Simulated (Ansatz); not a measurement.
**F3GeH3Si: small, medium and large basis sets**

The task here is to estimate one member of a computed series from the others.

Computed with Ansatz 0.2.0, Gaussian basis. Level: one geometry, several basis sets.

Plan: PBE0-D4/def2-SVP; ωB97M-V/def2-SVP; PBE0-D4/def2-QZVPP; ωB97M-V/def2-QZVPP; the functionals' def2-TZVPP values are taken from earlier runs.

### The relaxed structure

All runs share one geometry, relaxed beforehand with PBE0-D4 in a triple-zeta def2 set.

SMILES `F[Si](F)(F)[GeH3]`, 8 atoms, charge 0, spin multiplicity 1.

Atoms are counted from 1 here; the program's logs count them from 0.

Bond lengths: F1–Si2 1.581 Å, Si2–F3 1.581 Å, Si2–F4 1.581 Å, Si2–Ge5 2.364 Å, Ge5–H6 1.533 Å, Ge5–H7 1.533 Å, Ge5–H8 1.533 Å. Angles: F1–Si2–F3 107.0°, F1–Si2–F4 107.0°, F1–Si2–Ge5 111.9°, F3–Si2–F4 107.0°, F3–Si2–Ge5 111.9°, F4–Si2–Ge5 111.9°, Si2–Ge5–H6 109.1°, Si2–Ge5–H7 109.1°, Si2–Ge5–H8 109.1°, H6–Ge5–H7 109.8°, H6–Ge5–H8 109.9°, H7–Ge5–H8 109.8°.

Coordinates:

```xyz
8

F     1.7984   -0.6019    1.2687
Si    0.5753   -0.9505    0.3293
F    -0.3594   -1.9386    1.1355
F     1.1529   -1.7605   -0.8997
Ge   -0.5843    0.9900   -0.3624
H    -1.1002    1.7335    0.8747
H    -1.7632    0.5795   -1.2518
H     0.3726    1.8916   -1.1501
```

Set-up of the first run:

in.yaml

```yaml
crystal:
  periodic: [false, false, false]
  atoms:
    - {symbol: F, position_ang: [1.798406, -0.601907, 1.268659]}
    - {symbol: Si, position_ang: [0.575256, -0.950491, 0.329259]}
    - {symbol: F, position_ang: [-0.359359, -1.938631, 1.135502]}
    - {symbol: F, position_ang: [1.152933, -1.760466, -0.899669]}
    - {symbol: Ge, position_ang: [-0.584346, 0.989956, -0.362396]}
    - {symbol: H, position_ang: [-1.100226, 1.733465, 0.874669]}
    - {symbol: H, position_ang: [-1.763232, 0.579465, -1.251789]}
    - {symbol: H, position_ang: [0.372568, 1.891610, -1.150135]}
basis:
  gaussian: {orbitals: def2-SVP}
hamiltonian: {xc: pbe0, dispersion: d4}
output: {orbitals: {seedname: orbitals}}
```

Among the steps run: PBE0-D4 in def2-SVP; ωB97M-V in def2-SVP; PBE0-D4 in def2-QZVPP; ωB97M-V in def2-QZVPP.

One table of the session follows, with a row left open; its other results are not shown here.

It belongs to the step «Functionals by basis». 

| functional | basis | HOMO (eV) | LUMO (eV) |
| --- | --- | --- | --- |
| PBE0-D4 | def2-SVP | -9.21 | 0.14 |
| PBE0-D4 | def2-TZVPP | -9.27 | -0.04 |
| PBE0-D4 | def2-QZVPP | -9.28 | -0.12 |
| ωB97M-V | def2-SVP | ? | ? |
| ωB97M-V | def2-TZVPP | -11.36 | 1.81 |
| ωB97M-V | def2-QZVPP | -11.37 | 1.53 |

Estimate the missing values for ωB97M-V, def2-SVP.

**Answer.** HOMO (eV): -11.27; LUMO (eV): 2.07. In the column «HOMO (eV)» it lies between ωB97M-V, def2-TZVPP (-11.36) and PBE0-D4, def2-QZVPP (-9.28).
